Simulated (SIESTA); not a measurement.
Wanted: the native input for a SIESTA 5.4.2 run.

| Property | Result |
| --- | --- |
| Task | single point |
| Functional | PBEsol |
| Potentials or basis | PseudoDojo 0.4 standard (PBEsol files) |
| Basis | DZP (energy shift 0.003 Ry; two zetas on semicore shells) |
| Grid cutoff | 800 Ry |
| Energy shift | 0.003 Ry |
| k mesh | 6 × 9 × 6 |
| Occupations | fermi-dirac, width 0.05 eV |
| Spin | no spin polarisation |

The system is TiAu.

```
Au Ti
1.0
     4.61507    0.00000    0.00000
     0.00000    2.95519    0.00000
     0.00000    0.00000    4.94751
Au Ti
2 2
Direct
  0.75000 0.50000 0.67589
  0.25000 0.50000 0.32411
  0.75000 0.00000 0.17981
  0.25000 0.00000 0.82019
```

The cell is a database's computed one.

The input as run:

TiAu.fdf

```
SystemName                      TiAu
SystemLabel                     TiAu
NumberOfSpecies                 2
NumberOfAtoms                   4
%block ChemicalSpeciesLabel
  1  79 Au
  2  22 Ti
%endblock ChemicalSpeciesLabel

LatticeConstant                 1.0 Ang
%block LatticeVectors
     4.6150713700     0.0000000000     0.0000000000
     0.0000000000     2.9551944000     0.0000000000
     0.0000000000     0.0000000000     4.9475130000
%endblock LatticeVectors
AtomicCoordinatesFormat         Fractional
%block AtomicCoordinatesAndAtomicSpecies
     0.7500000000     0.5000000000     0.6758895200  1  Au
     0.2500000000     0.5000000000     0.3241104800  1  Au
     0.7500000000     0.0000000000     0.1798094900  2  Ti
     0.2500000000     0.0000000000     0.8201905100  2  Ti
%endblock AtomicCoordinatesAndAtomicSpecies

%block kgrid.MonkhorstPack
    6   0   0  0.0
    0   9   0  0.0
    0   0   6  0.0
%endblock kgrid.MonkhorstPack
XC.Functional                   GGA
XC.Authors                      PBEsol
PAO.BasisSize                   DZP
PAO.EnergyShift                 0.003 Ry
Mesh.Cutoff                     800 Ry
OccupationFunction              FD
ElectronicTemperature           0.05 eV
MaxSCFIterations                120
SCF.MustConverge                false
SCF.Mixer.Method                Pulay
SCF.Mixer.Weight                0.25
SCF.Mixer.History               8
SCF.DM.Tolerance                5.0e-05
SCF.H.Tolerance                 1.0e-03 eV
WriteForces                     true
Charge.Mulliken                 end
%block PAO.Basis
  Au 5
  n=5 0 2
    2.662 0.000
  n=6 0 2
    6.968 0.000
  n=5 1 2
    3.170 0.000
  n=6 1 1
    6.968
  n=5 2 2
    5.436 0.000
  Ti 5
  n=3 0 2
    3.151 0.000
  n=4 0 2
    8.703 0.000
  n=3 1 2
    3.568 0.000
  n=4 1 1
    8.703
  n=3 2 2
    6.267 0.000
%endblock PAO.Basis
```

Potentials or basis: PseudoDojo 0.4 standard (PBEsol files), DZP (energy shift 0.003 Ry; two zetas on semicore shells).

Launch:

```bash
$ siesta TiAu.fdf > TiAu.out 2>&1
```

Results of the run:

```yaml
Pressure: -5.5 GPa
Largest_force: 0.285 eV/Å
Band_gap_on_the_k_mesh: none (metal or under the smearing width)
```

Caveat: short orbitals over semicore shells can move pressures by several GPa; the basis of atomic orbitals isn't converged, which shifts pressures, moduli and gaps.

Run time: 2.4 min on 1 thread of Arm Neoverse V1 (shared host), peak memory 0.47 GiB.
